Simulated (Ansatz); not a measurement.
# Ge2Sb2Te5 (P-3m1) in Ansatz: band structure with PBEsol

Aim: the band structure of Ge2Sb2Te5 with PBEsol.

All numbers are computed with Ansatz 0.2.0; they aren't measurements. Logs are shortened: lines on timing, memory, paths and dates and some standing lists are left out, and cuts for length are marked.

## Step 1: The structure

Symmetry: P-3m1, No. 164, trigonal system. Conventional cell: a = 4.294 Å, b = 4.294 Å, c = 17.101 Å, α = 90.00°, β = 90.00°, γ = 120.00°. Te (site symmetry 3m) has 3 Sb at 3.01 Å as nearest neighbours. Around Te (site symmetry 3m) lie 3 Ge at 3.00 Å and 3 Sb at 3.20 Å. Te (site symmetry -3m) has 6 Ge at 3.04 Å as nearest neighbours. Sb (site symmetry 3m) is surrounded by 6 Te at 3.01 to 3.20 Å. Around Ge (site symmetry 3m) lie 6 Te at 3.00 to 3.04 Å.

The cell comes from a database or a generator and needn't be the stable form of this composition.

## Step 2: Band structure, PBEsol

Input file input.yaml:

```yaml
crystal:
  lattice:
    - [4.2940644248, 0.0, 0.0]
    - [-2.1470322124, 3.7187688774, 0.0]
    - [0.0, 0.0, 17.101346]
  atoms:
    - { symbol: Te, position: [0.6666666667, 0.3333333333, 0.419892] }
    - { symbol: Te, position: [0.3333333333, 0.6666666667, 0.580108] }
    - { symbol: Te, position: [0.3333333333, 0.6666666667, 0.201542] }
    - { symbol: Te, position: [0.6666666667, 0.3333333333, 0.798458] }
    - { symbol: Te, position: [0.0, 0.0, 0.0] }
    - { symbol: Sb, position: [0.0, 0.0, 0.320068] }
    - { symbol: Sb, position: [0.0, 0.0, 0.679932] }
    - { symbol: Ge, position: [0.6666666667, 0.3333333333, 0.102895] }
    - { symbol: Ge, position: [0.3333333333, 0.6666666667, 0.897105] }
hamiltonian:
  xc: pbesol
  pseudopotentials: { kind: paw }
kpoints:
  mp_grid: { grid: [7, 7, 2] }
  band_path:
    path:
      - [[0.0, 0.0, 0.0], [0.5, 0.0, 0.0], [0.3333333333, 0.3333333333, 0.0], [0.0, 0.0, 0.0], [0.0, 0.0, 0.5], [0.5, 0.0, 0.5], [0.3333333333, 0.3333333333, 0.5], [0.0, 0.0, 0.5]]
      - [[0.5, 0.0, 0.5], [0.5, 0.0, 0.0]]
      - [[0.3333333333, 0.3333333333, 0.0], [0.3333333333, 0.3333333333, 0.5]]
    npoints: 10
scf:
  occupations: { method: fermi_dirac, width: 0.05 }
  n_extra_bands: 22
output:
  forces: true
  stress: true
  eigenvalues: true
  fatbands: true
  write_density: true
  write_potential: true
  elf: true
  volumetric_format: npy
```

Potentials or basis: Ansatz PAW.

The run is started by

```
ansatz run input.yaml --threads 4 --pin off --max-ram 11264MiB --backend cpu --events-out ev --progress --plain --runs-dir out
```

The log of the run:

```text
Warning: RAYON_NUM_THREADS=4 ignored (pool sized by the plan → 4); use --threads N
scf.n_extra_bands = 22 over 69 filled bands (N_el = 138.0): the run solves 91 bands
Engine: ansatz 0.2.0, aarch64-unknown-linux-gnu
Pseudopotentials: kind: paw
Pseudopotential: Te, paw, valence charge 16, recommended cutoff 420 eV (normal), Te.paw.azcp
Pseudopotential: Sb, paw, valence charge 15, recommended cutoff 420 eV (normal), Sb.paw.azcp
Pseudopotential: Ge, paw, valence charge 14, recommended cutoff 420 eV (normal), Ge.paw.azcp
Functional definition: PBEsol
  exchange = pbesol_x
  correlation = pbesol_c
Crystal: 9 atoms, lattice volume = 273.085 Å³
Basis set: ecut = 420 eV, 5295 PW (Γ), exchange–correlation on 60×60×240 points (8 copies of the dense FFT grid, shifted against one another)
Bands: 91, of which v1, the nominal top of the filled ones, is band 69 counted from 1 (68 counted from 0)
Symmetry: 12 space group operations
Space group: P-3m1 (ITA 164), of the structure as read, at distance tolerance 6.5e-5 Å
[... 43 lines left out ...]
  E_vpaw       = -3490.573024  (= ΣTr[D̂ρ^β])
  E_aug_tail   = -0.000359  (compensation charges beyond the density's cutoff)
  E_ewald      = -13595.634202
  E_core_change = 4.373662  (= ΣΔE_core)
  E_smearing   = -0.001222  (= −TS)
  E_closure    = -0.000000  (closes the sum)
  Σ components = -55831.614067   (vs F -55831.614067, Δ=0.00e0)
--- Forces (eV/Å), atoms counted from 1 ---
  atom   1  Te    -0.00000000     0.00000000    -0.13161543
  atom   2  Te    -0.00000000    -0.00000000     0.13161543
  atom   3  Te     0.00000000     0.00000000    -0.04428195
  atom   4  Te    -0.00000000    -0.00000000     0.04428195
  atom   5  Te     0.00000000     0.00000000     0.00000000
  atom   6  Sb     0.00000000    -0.00000000    -0.05313658
  atom   7  Sb    -0.00000000     0.00000000     0.05313658
  atom   8  Ge     0.00000000    -0.00000000    -0.08587050
  atom   9  Ge     0.00000000     0.00000000     0.08587050
  max |Σ_I F_I| component: 2.78e-17 eV/Å
--- Stress (GPa, compression-positive) ---
       -2.232295       0.000000      -0.000000
        0.000000      -2.232295      -0.000000
       -0.000000      -0.000000      -2.245791
  P = ⅓ Tr σ = -2.2368 GPa (-22.368 kbar)
--- Band table (eV; the first three rows and the last of 16) ---
  k-point 0: bands = ["-28.0178", "-28.0178", "-28.0159", "-28.0159", "-28.0102", "-28.0102", "-28.0073", "-28.0073", "-28.0069", "-28.0059", "-27.7851", "-27.7851", "-27.7819", "-27.7819", "-27.7819", "-27.7819", "-27.7658", "-27.7658", "-27.7658", "-27.7658", "-27.6665", "-27.6665", "-27.6655", "-27.6627", "-27.6627", "-20.5749", "-20.5749", "-20.5749", "-20.5749", "-20.5716", "-20.5715", "-20.5703", "-20.5703", "-20.5703", "-20.5703", "-15.8876", "-15.8876", "-15.8868", "-15.8868", "-15.8833", "-15.8831", "-15.8825", "-15.8825", "-15.8817", "-15.8817", "-4.1221", "-3.8456", "-3.5075", "-2.7303", "-2.4134", "0.3891", "0.4460", "2.1047", "3.1577", "6.3380", "6.9458", "6.9458", "7.0755", "7.0755", "7.1103", "7.4525", "7.4525", "7.4907", "7.4907", "7.7887", "7.7887", "7.8752", "8.1996", "9.0333", "9.3155", "9.3155", "9.3181", "9.9600", "9.9600", "10.0051", "10.5328", "10.5328", "10.6553", "11.7341", "11.7972", "11.7972", "13.8533", "13.8818", "14.4352", "14.4352", "14.5119", "14.5119", "14.6730", "14.9641", "15.9198", "15.9198"]
  k-point 1: bands = ["-28.0178", "-28.0178", "-28.0159", "-28.0159", "-28.0102", "-28.0102", "-28.0073", "-28.0073", "-28.0069", "-28.0059", "-27.7851", "-27.7851", "-27.7819", "-27.7819", "-27.7819", "-27.7819", "-27.7658", "-27.7658", "-27.7658", "-27.7658", "-27.6665", "-27.6665", "-27.6655", "-27.6627", "-27.6627", "-20.5749", "-20.5749", "-20.5749", "-20.5749", "-20.5716", "-20.5715", "-20.5703", "-20.5703", "-20.5703", "-20.5703", "-15.8876", "-15.8876", "-15.8868", "-15.8868", "-15.8833", "-15.8831", "-15.8825", "-15.8825", "-15.8817", "-15.8817", "-4.0768", "-3.9605", "-3.2995", "-3.0138", "-2.2361", "-0.0033", "1.0122", "1.7794", "3.3053", "6.2107", "6.9482", "6.9482", "7.0713", "7.0713", "7.3902", "7.4001", "7.4001", "7.6094", "7.6149", "7.6149", "7.7065", "7.7065", "8.3219", "8.8900", "9.5427", "9.5427", "9.5816", "9.6092", "9.6092", "9.7900", "10.7193", "10.7406", "10.7406", "11.7088", "11.7088", "11.7413", "13.8172", "13.9471", "14.2696", "14.2696", "14.2874", "14.8929", "14.8929", "15.3162", "15.3162", "15.6888"]
  k-point 2: bands = ["-28.0177", "-28.0176", "-28.0158", "-28.0155", "-28.0104", "-28.0104", "-28.0077", "-28.0072", "-28.0067", "-28.0055", "-27.7849", "-27.7849", "-27.7820", "-27.7820", "-27.7819", "-27.7819", "-27.7658", "-27.7658", "-27.7655", "-27.7655", "-27.6666", "-27.6665", "-27.6653", "-27.6627", "-27.6625", "-20.5752", "-20.5752", "-20.5741", "-20.5741", "-20.5711", "-20.5711", "-20.5708", "-20.5708", "-20.5704", "-20.5704", "-15.8881", "-15.8875", "-15.8872", "-15.8866", "-15.8831", "-15.8830", "-15.8824", "-15.8823", "-15.8818", "-15.8815", "-3.9429", "-3.6702", "-3.3438", "-2.6015", "-2.3052", "0.4095", "0.4504", "1.8327", "2.7536", "5.5149", "5.8927", "6.0574", "6.4659", "6.4863", "6.5839", "6.6895", "7.1092", "7.4033", "7.4224", "7.7264", "7.8885", "7.9862", "8.2534", "8.8212", "9.5461", "9.6379", "10.0689", "10.1512", "10.3081", "10.4343", "10.9699", "11.0240", "11.5022", "11.9893", "12.0174", "12.4133", "13.1730", "13.6926", "13.7868", "14.4585", "14.6072", "14.6669", "14.9872", "15.1989", "15.6423", "16.1456"]
  k-point 15: bands = ["-28.0172", "-28.0160", "-28.0154", "-28.0143", "-28.0118", "-28.0103", "-28.0095", "-28.0066", "-28.0051", "-28.0048", "-27.7842", "-27.7842", "-27.7824", "-27.7824", "-27.7822", "-27.7822", "-27.7652", "-27.7652", "-27.7647", "-27.7647", "-27.6669", "-27.6667", "-27.6646", "-27.6622", "-27.6617", "-20.5752", "-20.5752", "-20.5730", "-20.5730", "-20.5716", "-20.5716", "-20.5708", "-20.5708", "-20.5689", "-20.5689", "-15.8892", "-15.8885", "-15.8878", "-15.8869", "-15.8825", "-15.8823", "-15.8816", "-15.8815", "-15.8813", "-15.8808", "-2.3434", "-2.2279", "-2.0378", "-2.0125", "-1.8167", "-0.5552", "-0.5374", "0.6688", "0.7310", "4.0144", "4.0393", "4.3619", "4.4299", "4.5776", "5.1398", "5.3062", "5.6000", "5.7656", "6.4702", "6.7012", "7.4405", "7.7028", "7.9663", "8.1647", "9.9656", "10.0508", "10.6000", "10.6866", "11.3754", "11.5298", "12.4707", "12.6748", "12.6940", "13.5164", "13.7886", "13.9827", "14.0554", "14.1698", "14.2999", "14.3214", "15.0078", "15.8382", "15.8811", "16.2473", "16.3851", "16.5396"]
```

rho_z.tsv:

```text
# z_ang	rho[e/angstrom^3]
# format = ansatz-planar-average/11
# lattice	4.294064425	0.000000000	0.000000000
# lattice	-2.147032212	3.718768877	0.000000000
# lattice	0.000000000	0.000000000	17.101346000
# sites	9
# site	52	2.147032212	1.239589626	7.180718375
# site	52	0.000000000	2.479179252	9.920627625
# site	52	0.000000000	2.479179252	3.446639476
# site	52	2.147032212	1.239589626	13.654706524
# site	52	0.000000000	0.000000000	0.000000000
# site	51	0.000000000	0.000000000	5.473593612
# site	51	0.000000000	0.000000000	11.627752388
# site	32	2.147032212	1.239589626	1.759642997
# site	32	0.000000000	2.479179252	15.341703003
0.000000	9.611231e-1
0.142511	8.954385e-1
0.285022	7.265757e-1
0.427534	5.235421e-1
0.570045	3.562792e-1
0.712556	2.598380e-1
[... 112 lines left out ...]
16.816324	7.265757e-1
16.958835	8.954385e-1
```

It took 48 s on 4 threads of Arm Neoverse V1, shared host; peak memory 1.6 GiB.

Results:

```
Free energy             : -55831.6141 eV
Pressure                : -2.2 GPa
Largest force           : 0.132 eV/Å
Band gap on the k mesh  : 0.28 eV, direct
Band gap along the path : 0.24 eV, indirect (least direct gap 0.28 eV)
```

Forces on the atoms (eV/Å):
```
Te   0.000  0.000 -0.132
Te   0.000  0.000  0.132
Te   0.000  0.000 -0.044
Te   0.000  0.000  0.044
Te   0.000  0.000  0.000
Sb   0.000  0.000 -0.053
Sb   0.000  0.000  0.053
Ge   0.000  0.000 -0.086
Ge   0.000  0.000  0.086
```

Levels at the corners of the path, in eV from the valence-band top:
```csv
point,band 66,band 67,band 68,band 69,band 70,band 71,band 72,band 73
Γ,-1.24,-1.16,-0.83,0.00,0.28,0.28,0.28,0.93
M,-1.61,-1.51,-1.31,-0.83,0.44,0.94,1.04,1.25
K,-2.34,-0.76,-0.76,-0.65,0.69,0.69,0.94,2.68
Γ,-1.24,-1.16,-0.83,0.00,0.28,0.28,0.28,0.93
A,-1.33,-1.33,-0.71,-0.14,0.51,0.51,0.55,0.58
L,-2.09,-1.80,-1.27,-0.56,0.32,0.57,1.55,1.57
H,-1.72,-1.35,-1.35,-1.27,1.55,1.55,1.71,1.71
A,-1.33,-1.33,-0.71,-0.14,0.51,0.51,0.55,0.58
L,-2.09,-1.80,-1.27,-0.56,0.32,0.57,1.55,1.57
M,-1.61,-1.51,-1.31,-0.83,0.44,0.94,1.04,1.25
K,-2.34,-0.76,-0.76,-0.65,0.69,0.69,0.94,2.68
H,-1.72,-1.35,-1.35,-1.27,1.55,1.55,1.71,1.71
```

Caveat: spin-orbit coupling is left out, which moves the levels of the heavy elements; the PAW data sets come from PBE, with cores solved anew for the run's functional, which leaves a small shift of forces and pressure.
